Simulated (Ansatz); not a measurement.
**C₁₂H₁₅ClTi: one species, many methods**

An exercise on one series of results from a longer session: the logs are not shown, and one member is left open.

Method: functionals in def2-TZVPP, the program's frozen cores in correlated methods; program: Ansatz 0.2.0, Gaussian basis.

Plan: LDA (SPW92), PBE-D4, revPBE-D4, BLYP-D4, r2SCAN-D4, B97M-V, PBE0-D4, B3LYP-D4, r2SCANh-D4, r2SCAN0-D4, HSE06-D4, BHLYP-D4, CAM-B3LYP-D4, LC-ωPBE, ωB97X-V, ωB97M-V, B2PLYP, PBE-QIDH; CCSD(T)/def2-SVP; CCSD(T)/def2-TZVPP; MP2/def2-QZVPP; extrapolation to the limit; RPA on PBE.

## The geometry

The geometry comes from an earlier relaxation with PBE0-D4 in a triple-zeta def2 set; it is a stationary point, not always the lowest conformer.

SMILES `C[C@@]12[C@H]3[C@H]4[C@H]5[C@@H]1[TiH]45321678([Cl])[C@@H]2[C@H]1[C@H]6[C@@]7(C)[C@@H]28`, 29 atoms, charge 0, spin multiplicity 1.

Atoms are counted from 1 here; the program's logs count them from 0.

Bond lengths: C1–C2 1.489 Å, C1–H15 1.091 Å, C1–H16 1.094 Å, C1–H17 1.090 Å, C2–C3 1.413 Å, C2–C6 1.409 Å, C2–Ti7 2.389 Å, C3–C4 1.410 Å, C3–Ti7 2.359 Å, C3–H18 1.079 Å, C4–C5 1.411 Å, C4–Ti7 2.344 Å, C4–H19 1.077 Å, C5–C6 1.414 Å, C5–Ti7 2.332 Å, C5–H20 1.078 Å, C6–Ti7 2.352 Å, C6–H21 1.080 Å and more. Angles: C2–C1–H15 111.4°, C2–C1–H16 110.1°, C2–C1–H17 111.0°, H15–C1–H16 107.7°, H15–C1–H17 108.3°, H16–C1–H17 108.2°, C1–C2–C3 126.3°, C1–C2–C6 126.6°, C1–C2–Ti7 123.1°, C3–C2–C6 107.0°, C3–C2–Ti7 71.5°, C6–C2–Ti7 71.3°, C2–C3–C4 109.0°, C2–C3–Ti7 73.8°, C2–C3–H18 125.2°, C4–C3–Ti7 72.0°, C4–C3–H18 125.8°, Ti7–C3–H18 118.0° and more.

The first run:

Input file in.yaml:

```yaml
crystal:
  periodic: [false, false, false]
  atoms:
    - {symbol: C, position_ang: [-2.877893, 0.661967, 1.550711]}
    - {symbol: C, position_ang: [-1.971586, 1.159536, 0.479344]}
    - {symbol: C, position_ang: [-2.116720, 0.938895, -0.909161]}
    - {symbol: C, position_ang: [-1.080280, 1.609039, -1.590671]}
    - {symbol: C, position_ang: [-0.273483, 2.237812, -0.619238]}
    - {symbol: C, position_ang: [-0.821158, 1.954455, 0.652948]}
    - {symbol: Ti, position_ang: [-0.070852, -0.062792, -0.294756]}
    - {symbol: Cl, position_ang: [-1.390348, -1.955068, -0.214617]}
    - {symbol: C, position_ang: [1.455175, 0.006699, 1.455004]}
    - {symbol: C, position_ang: [2.054110, 0.653244, 0.348160]}
    - {symbol: C, position_ang: [2.245255, -0.305559, -0.663870]}
    - {symbol: C, position_ang: [1.800151, -1.562239, -0.180828]}
    - {symbol: C, position_ang: [1.839471, -2.850822, -0.922296]}
    - {symbol: C, position_ang: [1.323747, -1.358296, 1.127103]}
    - {symbol: H, position_ang: [-2.362449, 0.596712, 2.510543]}
    - {symbol: H, position_ang: [-3.724930, 1.343846, 1.674285]}
    - {symbol: H, position_ang: [-3.269383, -0.325266, 1.303997]}
    - {symbol: H, position_ang: [-2.869297, 0.314033, -1.363928]}
    - {symbol: H, position_ang: [-0.945005, 1.654162, -2.658676]}
    - {symbol: H, position_ang: [0.601135, 2.836020, -0.819094]}
    - {symbol: H, position_ang: [-0.436070, 2.299085, 1.601137]}
    - {symbol: H, position_ang: [0.279003, -0.200920, -1.918810]}
    - {symbol: H, position_ang: [1.187894, 0.462657, 2.395646]}
    - {symbol: H, position_ang: [2.314891, 1.697580, 0.290087]}
    - {symbol: H, position_ang: [2.685034, -0.131015, -1.633559]}
    - {symbol: H, position_ang: [1.011873, -3.495778, -0.625868]}
    - {symbol: H, position_ang: [2.776676, -3.378777, -0.720405]}
    - {symbol: H, position_ang: [1.770883, -2.684617, -1.998469]}
    - {symbol: H, position_ang: [0.864156, -2.114593, 1.745294]}
basis:
  gaussian: {orbitals: def2-TZVPP}
hamiltonian: {xc: lda}
output: {orbitals: {seedname: orbitals}}
```

Started as:

```sh
$ ansatz run in.yaml --threads 11 --pin off --events-out ev --progress --plain --max-ram 110592MiB --backend cuda --devices 0, --max-vram 75GiB
```

Among the steps run: LDA; PBE-D4 (GGA); revPBE-D4 (GGA); BLYP-D4 (GGA); r2SCAN-D4 (meta-GGA); B97M-V (meta-GGA); PBE0-D4 (hybrid); B3LYP-D4 (hybrid); r2SCANh-D4 (hybrid); r2SCAN0-D4 (hybrid); HSE06-D4 (hybrid); BHLYP-D4 (hybrid); CAM-B3LYP-D4 (range-separated); LC-ωPBE (range-separated); ωB97X-V (range-separated); ωB97M-V (range-separated); B2PLYP (double hybrid); PBE-QIDH (double hybrid).

One table of the session follows, with a row left open; its other results are not shown here.

It belongs to the step «Frontier levels by functional». 

```
  functional  HOMO (eV)  LUMO (eV)  gap (eV)
 LDA (SPW92)      -5.65      -3.09      2.56
      PBE-D4      -5.46      -2.81      2.66
   revPBE-D4      -5.39      -2.70      2.68
     BLYP-D4      -5.29      -2.65      2.63
   r2SCAN-D4      -5.63      -2.66      2.97
      B97M-V      -5.69      -2.61      3.07
     PBE0-D4      -6.45      -1.70      4.75
    B3LYP-D4      -6.25      -1.94      4.30
  r2SCANh-D4      -6.00      -2.24      3.76
  r2SCAN0-D4      -6.57      -1.61      4.96
    HSE06-D4      -6.06      -2.08      3.98
    BHLYP-D4      -7.27      -0.43      6.84
CAM-B3LYP-D4      -7.65      -0.56      7.09
     LC-ωPBE      -8.91       0.52      9.43
     ωB97X-V          ?          ?         ?
     ωB97M-V      -8.50       0.45      8.94
```

**Question.** Estimate the row for ωB97X-V.

**Answer.** HOMO (eV): -8.59; LUMO (eV): 0.50; gap (eV): 9.09. In the column «HOMO (eV)» it lies between LC-ωPBE (-8.91) and ωB97M-V (-8.50).
